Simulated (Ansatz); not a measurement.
**C₂H₃ClFGa: up Jacob's ladder to CCSD(T)**

The task here is to estimate one member of a computed series from the others.

Computed with Ansatz 0.2.0, Gaussian basis. Level: functionals in def2-TZVPP, the program's frozen cores in correlated methods.

Levels to be run: PBE-D4, r2SCAN-D4, PBE0-D4, B3LYP-D4, ωB97X-V, ωB97M-V, B2PLYP; CCSD(T)/def2-TZVPP; MP2/def2-QZVPP; extrapolation to the limit.

### Structure used throughout

The geometry comes from an earlier relaxation with PBE0-D4 in a triple-zeta def2 set; it is a stationary point, not always the lowest conformer.

8 atoms, charge 0, spin multiplicity 1.

Atoms are counted from 1 here; the program's logs count them from 0.

Bond lengths: F1–C2 1.349 Å, C2–C3 1.314 Å, C2–H6 1.083 Å, C3–H7 1.083 Å, C3–H8 1.081 Å, Ga4–Cl5 2.237 Å. Angles: F1–C2–C3 122.0°, F1–C2–H6 111.2°, C3–C2–H6 126.7°, C2–C3–H7 121.8°, C2–C3–H8 118.7°, H7–C3–H8 119.5°.

Set-up of the first run:

The input, in.yaml:

```yaml
crystal:
  periodic: [false, false, false]
  atoms:
    - {symbol: F, position_ang: [-1.055298, 0.200696, 0.870461]}
    - {symbol: C, position_ang: [-1.056641, -0.520783, -0.269507]}
    - {symbol: C, position_ang: [0.018614, -0.650358, -1.013962]}
    - {symbol: Ga, position_ang: [0.819026, 1.837863, 2.460983]}
    - {symbol: Cl, position_ang: [2.484943, 1.449955, 1.019125]}
    - {symbol: H, position_ang: [-2.032486, -0.950880, -0.460029]}
    - {symbol: H, position_ang: [0.957237, -0.182276, -0.745493]}
    - {symbol: H, position_ang: [-0.043194, -1.241318, -1.917379]}
basis:
  gaussian: {orbitals: def2-TZVPP}
hamiltonian: {xc: pbe, dispersion: d4}
output: {forces: true, orbitals: {seedname: orbitals}}
```

On the command line:

```
$ ansatz run in.yaml --threads 4 --pin off --events-out ev --progress --plain --max-ram 10444MiB
```

Steps of the session up to this table: PBE-D4 (GGA); r2SCAN-D4 (meta-GGA); PBE0-D4 (hybrid); B3LYP-D4 (hybrid); ωB97X-V (range-separated); ωB97M-V (range-separated); B2PLYP (double hybrid); CCSD(T) in def2-TZVPP; MP2 in def2-QZVPP.

One of the session's tables, all rows but one given; the rest of the session is left out.

```
            method  atomisation energy (kJ/mol)
            PBE-D4                       2974.4
         r2SCAN-D4                       2896.6
           PBE0-D4                            ?
          B3LYP-D4                       2884.8
           ωB97X-V                       2883.4
           ωB97M-V                       2893.7
            B2PLYP                       2854.8
     HF/def2-TZVPP                       2103.0
    MP2/def2-TZVPP                       2877.6
   CCSD/def2-TZVPP                       2756.6
CCSD(T)/def2-TZVPP                       2808.6
           MP2/CBS                       2956.9
       CCSD(T)/CBS                       2887.9
```

**Question.** Estimate the row for PBE0-D4.

The run gave: atomisation energy (kJ/mol): 2898.5. In the column «atomisation energy (kJ/mol)» it lies between r2SCAN-D4 (2896.6) and MP2/CBS (2956.9).
